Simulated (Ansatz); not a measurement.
# LuCrB2O6: the cost of one run

Computed with Ansatz 0.2.0 (DFT PBE, scalar-relativistic, plane waves, PAW).

### Step 1. The system as given

It takes space group R-3 (No. 148, trigonal). The conventional cell has a = 4.744 Å, b = 4.744 Å, c = 15.347 Å, α = 90.00°, β = 90.00°, γ = 120.00°. Lu (site symmetry -3) has 6 O at 2.18 Å in its first shell of neighbours. Cr (site symmetry -3) is surrounded by 6 O at 2.08 Å. B (site symmetry 3) is surrounded by 3 O at 1.36 Å. Around O (site symmetry 1) lie 1 B at 1.36 Å and 1 Cr at 2.08 Å and 1 Lu at 2.18 Å.

Structure file:

```
Lu Cr B O
1.0
     2.37210    1.36953    5.11570
    -2.37210    1.36953    5.11570
     0.00000   -2.73907    5.11570
Lu Cr B O
1 1 2 6
Direct
  0.50000 0.50000 0.50000
  0.00000 0.00000 0.00000
  0.74671 0.74671 0.74671
  0.25329 0.25329 0.25329
  0.75946 0.02775 0.45682
  0.02775 0.45682 0.75946
  0.45682 0.75946 0.02775
  0.97225 0.54318 0.24054
  0.54318 0.24054 0.97225
  0.24054 0.97225 0.54318
```

Starting moments: Cr 3.00 μB.

### Step 2. First run, at the start cell

The input, input.yaml:

```yaml
crystal:
  lattice:
    - [2.3721, 1.36953257, 5.1157]
    - [-2.3721, 1.36953257, 5.1157]
    - [0.0, -2.73906515, 5.1157]
  atoms:
    - { symbol: Lu, position: [0.5, 0.5, 0.5] }
    - { symbol: Cr, position: [1.0, 0.0, 0.0], spin: 3.0 }
    - { symbol: B, position: [0.746713, 0.746713, 0.746713] }
    - { symbol: B, position: [0.253287, 0.253287, 0.253287] }
    - { symbol: O, position: [0.759458, 0.027752, 0.456822] }
    - { symbol: O, position: [0.027752, 0.456822, 0.759458] }
    - { symbol: O, position: [0.456822, 0.759458, 0.027752] }
    - { symbol: O, position: [0.972248, 0.543178, 0.240542] }
    - { symbol: O, position: [0.543178, 0.240542, 0.972248] }
    - { symbol: O, position: [0.240542, 0.972248, 0.543178] }
basis:
  ecutwfc: 420
  ecutrho_ratio: 4
kpoints:
  mp_grid: { grid: [6, 6, 6] }
hamiltonian:
  xc: pbe
scf:
  occupations: { method: gaussian, width: 0.05 }
output:
  forces: true
  stress: true
  eigenvalues: true
  populations: true
magnetization:
  spin_polarized: true
relax:
  f_tol: 0.03
  max_steps: 60
  cell: { stress_tol: 0.3 }
```

On the command line:

```bash
$ ansatz run input.yaml --threads 8 --pin off --max-ram 22528MiB --backend cpu --events-out ev --progress --plain --runs-dir out
```

Q: Estimate wall time and peak memory on 8 threads of Intel Xeon Platinum 8259CL at 2.50GHz (Skylake/Cascade Lake), shared host.

About 35 s, with a peak of 0.91 GiB.
